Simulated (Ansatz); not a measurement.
# AgRuC6N6: the cost of one run

Computed with Ansatz 0.2.0 (DFT PBE, scalar-relativistic, plane waves, PAW, unless a step's input says otherwise).

3 further runs of the same task are left out: 2 that didn't finish, 1 set aside as unsound or not needed.

## Step 1: Starting point

Symmetry: Fm-3m, No. 225, cubic system. Conventional cell: a = 10.372 Å, b = 10.372 Å, c = 10.372 Å, α = 90.00°, β = 90.00°, γ = 90.00°. Around Ag (site symmetry m-3m) lie 6 N at 2.12 Å. Around Ru (site symmetry m-3m) lie 6 C at 1.90 Å. Around C (site symmetry 4mm) lie 1 N at 1.17 Å and 1 Ru at 1.90 Å. Around N (site symmetry 4mm) lie 1 C at 1.17 Å.

Coordinates:

```cif
data_structure
_symmetry_space_group_name_H-M 'P 1'
_symmetry_Int_Tables_number 1
_cell_length_a 7.3341
_cell_length_b 7.3341
_cell_length_c 7.3341
_cell_angle_alpha 60.000
_cell_angle_beta 60.000
_cell_angle_gamma 60.000
_cell_volume 278.95
loop_
_atom_site_label
_atom_site_type_symbol
_atom_site_fract_x
_atom_site_fract_y
_atom_site_fract_z
_atom_site_occupancy
Ag1 Ag 0.50000 0.50000 0.50000 1
Ru1 Ru 0.00000 0.00000 0.00000 1
C1 C 0.81720 0.18280 0.18280 1
C2 C 0.18280 0.81720 0.18280 1
C3 C 0.18280 0.18280 0.81720 1
C4 C 0.18280 0.81720 0.81720 1
C5 C 0.81720 0.18280 0.81720 1
C6 C 0.81720 0.81720 0.18280 1
N1 N 0.70440 0.29560 0.29560 1
N2 N 0.29560 0.70440 0.29560 1
N3 N 0.29560 0.29560 0.70440 1
N4 N 0.29560 0.70440 0.70440 1
N5 N 0.70440 0.29560 0.70440 1
N6 N 0.70440 0.70440 0.29560 1
```

A structure generator made this guess: cyanide-bridged rock-salt net of two metals, 0 guest cations a cell (Fm-3m, No. 225). Its size is a rough estimate.

## Step 2: The guess as it stands, on a coarse mesh

Contents of input.yaml:

```yaml
crystal:
  lattice:
    - [0.0, 5.186, 5.186]
    - [5.186, 0.0, 5.186]
    - [5.186, 5.186, 0.0]
  atoms:
    - { symbol: Ag, position: [0.5, 0.5, 0.5] }
    - { symbol: Ru, position: [0.0, 0.0, 0.0], spin: 1.0 }
    - { symbol: C, position: [0.81720015, 0.18279985, 0.18279985] }
    - { symbol: C, position: [0.18279985, 0.81720015, 0.18279985] }
    - { symbol: C, position: [0.18279985, 0.18279985, 0.81720015] }
    - { symbol: C, position: [0.18279985, 0.81720015, 0.81720015] }
    - { symbol: C, position: [0.81720015, 0.18279985, 0.81720015] }
    - { symbol: C, position: [0.81720015, 0.81720015, 0.18279985] }
    - { symbol: "N", position: [0.70439645, 0.29560355, 0.29560355] }
    - { symbol: "N", position: [0.29560355, 0.70439645, 0.29560355] }
    - { symbol: "N", position: [0.29560355, 0.29560355, 0.70439645] }
    - { symbol: "N", position: [0.29560355, 0.70439645, 0.70439645] }
    - { symbol: "N", position: [0.70439645, 0.29560355, 0.70439645] }
    - { symbol: "N", position: [0.70439645, 0.70439645, 0.29560355] }
basis:
  ecutwfc: 420
kpoints:
  mp_grid: { grid: [4, 4, 4] }
hamiltonian:
  xc: pbe
scf:
  occupations: { method: gaussian, width: 0.1 }
  lower_state_search: "off"
output:
  forces: true
  stress: true
  eigenvalues: true
  populations: true
magnetization:
  spin_polarized: true
```

The run is started by

```sh
ansatz run input.yaml --threads 1 --pin off --max-ram 2560MiB --backend cpu --events-out ev --progress --plain --runs-dir out
```

**Question.** How long does this run take on 1 thread of Intel Xeon Platinum 8488C (Sapphire Rapids), shared host, and how much memory does it need?

About 23 s, with a peak of 0.74 GiB.
